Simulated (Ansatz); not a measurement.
**Cl2FHSZr: basis-set convergence**

One table from this session's results is given with a row withheld; the runs are named, their logs left out.

Method: one geometry, several basis sets; program: Ansatz 0.2.0, Gaussian basis.

Levels to be run: PBE0-D4/def2-SVP; ωB97M-V/def2-SVP; PBE0-D4/def2-QZVPP; ωB97M-V/def2-QZVPP; the functionals' def2-TZVPP values are taken from earlier runs.

## The relaxed structure

An earlier PBE0-D4 in a triple-zeta def2 set relaxation fixed the geometry. Zr takes the def2 core potential; no spin-orbit term is included.

6 atoms, charge 0, spin multiplicity 1.

Atoms are counted from 1 here; the program's logs count them from 0.

Bond lengths: F1–Zr2 1.880 Å, Zr2–S3 2.422 Å, Zr2–Cl4 2.329 Å, Zr2–Cl5 2.329 Å, S3–H6 1.349 Å. Angles: F1–Zr2–S3 106.9°, F1–Zr2–Cl4 111.1°, F1–Zr2–Cl5 111.1°, S3–Zr2–Cl4 109.2°, S3–Zr2–Cl5 109.2°, Cl4–Zr2–Cl5 109.3°, Zr2–S3–H6 89.6°.

Coordinates:

```xyz
6

F     0.0953   -1.7955   -0.6963
Zr   -0.2796    0.0222   -0.3956
S     0.8988    0.6617    1.6212
Cl   -2.5619    0.3693   -0.0894
Cl    0.4671    1.3362   -2.1672
H     1.3803   -0.5939    1.7272
```

Set-up of the first run:

The input, in.yaml:

```yaml
crystal:
  periodic: [false, false, false]
  atoms:
    - {symbol: F, position_ang: [0.095277, -1.795465, -0.696337]}
    - {symbol: Zr, position_ang: [-0.279649, 0.022172, -0.395556]}
    - {symbol: S, position_ang: [0.898847, 0.661710, 1.621219]}
    - {symbol: Cl, position_ang: [-2.561888, 0.369268, -0.089370]}
    - {symbol: Cl, position_ang: [0.467126, 1.336198, -2.167195]}
    - {symbol: H, position_ang: [1.380276, -0.593882, 1.727229]}
basis:
  gaussian: {orbitals: def2-SVP}
hamiltonian: {xc: pbe0, dispersion: d4}
output: {orbitals: {seedname: orbitals}}
```

Started as:

```bash
$ ansatz run in.yaml --threads 4 --pin off --events-out ev --progress --plain --max-ram 10444MiB
```

Steps of the session up to this table: PBE0-D4 in def2-SVP; ωB97M-V in def2-SVP; PBE0-D4 in def2-QZVPP; ωB97M-V in def2-QZVPP.

One table of the session follows, with a row left open; its other results are not shown here.

It belongs to the step «Functionals by basis». 

```
functional       basis  HOMO (eV)  LUMO (eV)
   PBE0-D4    def2-SVP      -8.26      -2.39
   PBE0-D4  def2-TZVPP          ?          ?
   PBE0-D4  def2-QZVPP      -8.29      -2.43
   ωB97M-V    def2-SVP     -10.33      -0.23
   ωB97M-V  def2-TZVPP     -10.40      -0.32
   ωB97M-V  def2-QZVPP     -10.41      -0.34
```

Estimate the missing values for PBE0-D4, def2-TZVPP.

As computed: HOMO (eV): -8.28; LUMO (eV): -2.42. In the column «HOMO (eV)» it lies between PBE0-D4, def2-QZVPP (-8.29) and PBE0-D4, def2-SVP (-8.26).
